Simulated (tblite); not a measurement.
# C2H14FNSi5: the cost of one run

Programs: tblite 0.8.0 and PySCF 2.14.0. All values are calculated, for the isolated system unless a continuum is named. Atoms count from 0, parts from 1.

## Step 1: The system as given

23 atoms, charge 0, multiplicity 1; geometry: rigid parts in contact. Parts: 1 = atoms 0–16, `FC[Si]([SiH3])([SiH3])[SiH3]`, charge 0; 2 = atoms 17–22, `N#C[SiH3]`, charge 0.

## Step 2: Search for minima with GFN1-xTB

Job settings and geometry (Å):

```
{"job": {"kind": "dock", "xc": "GFN1-xTB", "basis": "xTB"}, "charge": 0, "multiplicity": 1, "parts": [{"atoms": "0-16", "charge": 0, "multiplicity": 1}, {"atoms": "17-22", "charge": 0, "multiplicity": 1}]}
F      1.347498    -1.893555    -0.663133
C     -0.069561    -1.708686    -0.676418
Si    -0.067006     0.137942     0.050091
Si    -1.084312     1.538869    -1.530594
Si    -1.304857     0.129758     2.041183
Si     2.285563     0.009634     0.143132
H     -0.463215    -2.537767    -0.076419
H     -0.363403    -1.893088    -1.716547
H     -0.485681     1.476635    -2.865134
H     -1.061613     2.961209    -1.192762
H     -2.500554     1.255200    -1.773122
H     -2.722533    -0.199628     1.873885
H     -0.839581    -0.839208     3.035672
H     -1.320360     1.403073     2.760525
H      2.953061    -0.113431    -1.143905
H      2.819218    -0.982360     1.064043
H      2.877334     1.255404     0.669503
Si     0.040364    -4.134886     4.474823
C     -0.463761    -3.268648     2.917427
N     -0.779252    -2.726413     1.942143
H     -0.300099    -3.271934     5.590276
H      1.471073    -4.366075     4.408501
H     -0.689098    -5.387250     4.540028
```

Method: GFN1-xTB search for minima from random contacts, gas phase.

Run with:

```console
OMP_NUM_THREADS=1 python cluster_run.py task.json out
```

This one command runs all jobs of the session in turn.

Q: Estimate the wall time of this first job on 1 thread of Intel Xeon Platinum 8488C, shared host.

About 98 s.
